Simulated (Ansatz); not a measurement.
# C3H9Cl2NSi: the cost of one run

All numbers below are computed with Ansatz 0.2.0 (RKS B3LYP/6-31G*).

**1. The starting structure**

Bond lengths (14 of 15 bonds, heavy atoms first): Si1–Cl2 2.130 Å, Si1–C3 1.870 Å, Si1–Cl7 2.128 Å, Si1–N8 1.819 Å, N8–C9 1.470 Å, N8–C13 1.470 Å, C3–H4 1.110 Å, C3–H5 1.110 Å, C3–H6 1.110 Å, C9–H10 1.110 Å, C9–H11 1.110 Å, C9–H12 1.110 Å, C13–H14 1.110 Å, C13–H15 1.110 Å. Angles (14 of 27 angles, heavy atoms first): Cl2–Si1–C3 109.4°, Cl2–Si1–Cl7 109.5°, Cl2–Si1–N8 109.5°, C3–Si1–Cl7 109.5°, C3–Si1–N8 109.5°, Cl7–Si1–N8 109.5°, Si1–N8–C9 120.0°, Si1–N8–C13 120.0°, C9–N8–C13 120.0°, Si1–C3–H4 109.5°, Si1–C3–H5 109.5°, Si1–C3–H6 109.5°, N8–C9–H10 109.5°, N8–C9–H11 109.5°.

Structure file:

```xyz
16

Si    0.0000    0.0000    0.0000
Cl    0.0000    0.0000    2.1300
C     1.7634    0.0000   -0.6227
H     2.1111   -1.0463   -0.7509
H     1.8119    0.5276   -1.5981
H     2.4154    0.5187    0.1108
Cl   -1.0032    1.7381   -0.7093
N    -0.8572   -1.4851   -0.6061
C    -1.5991   -2.3398    0.3320
H    -1.2218   -2.1735    1.3626
H    -2.6791   -2.0872    0.2887
H    -1.4574   -3.4051    0.0541
C    -0.8082   -1.8308   -2.0340
H    -1.6103   -1.2865   -2.5747
H     0.1794   -1.5432   -2.4511
H    -0.9565   -2.9241   -2.1559
```

**2. Preparing the start**

Input file input.yaml:

```yaml
crystal:
  periodic: [false, false, false]
  atoms:
    - { symbol: Si, position_ang: [0.0, 0.0, 0.0] }
    - { symbol: Cl, position_ang: [0.0, 0.0, 2.13] }
    - { symbol: C, position_ang: [1.7634, 0.0, -0.6227] }
    - { symbol: H, position_ang: [2.1111, -1.0463, -0.7509] }
    - { symbol: H, position_ang: [1.8119, 0.5276, -1.5981] }
    - { symbol: H, position_ang: [2.4154, 0.5187, 0.1108] }
    - { symbol: Cl, position_ang: [-1.0032, 1.7381, -0.7093] }
    - { symbol: "N", position_ang: [-0.8572, -1.4851, -0.6061] }
    - { symbol: C, position_ang: [-1.5991, -2.3398, 0.332] }
    - { symbol: H, position_ang: [-1.2218, -2.1735, 1.3626] }
    - { symbol: H, position_ang: [-2.6791, -2.0872, 0.2887] }
    - { symbol: H, position_ang: [-1.4574, -3.4051, 0.0541] }
    - { symbol: C, position_ang: [-0.8082, -1.8308, -2.034] }
    - { symbol: H, position_ang: [-1.6103, -1.2865, -2.5747] }
    - { symbol: H, position_ang: [0.1794, -1.5432, -2.4511] }
    - { symbol: H, position_ang: [-0.9565, -2.9241, -2.1559] }
basis:
  gaussian: { orbitals: "6-31G*" }
hamiltonian:
  xc: b3lyp
relax:
  f_tol: 0.02
  max_steps: 40
```

Started as:

```sh
ansatz run input.yaml --threads 4 --pin off --max-ram 5120MiB --backend cpu --events-out ev --progress --plain --runs-dir out
```

What time and memory should one allow on 4 threads of Arm Neoverse V1, shared host?

About 68 s, with a peak of 0.44 GiB.
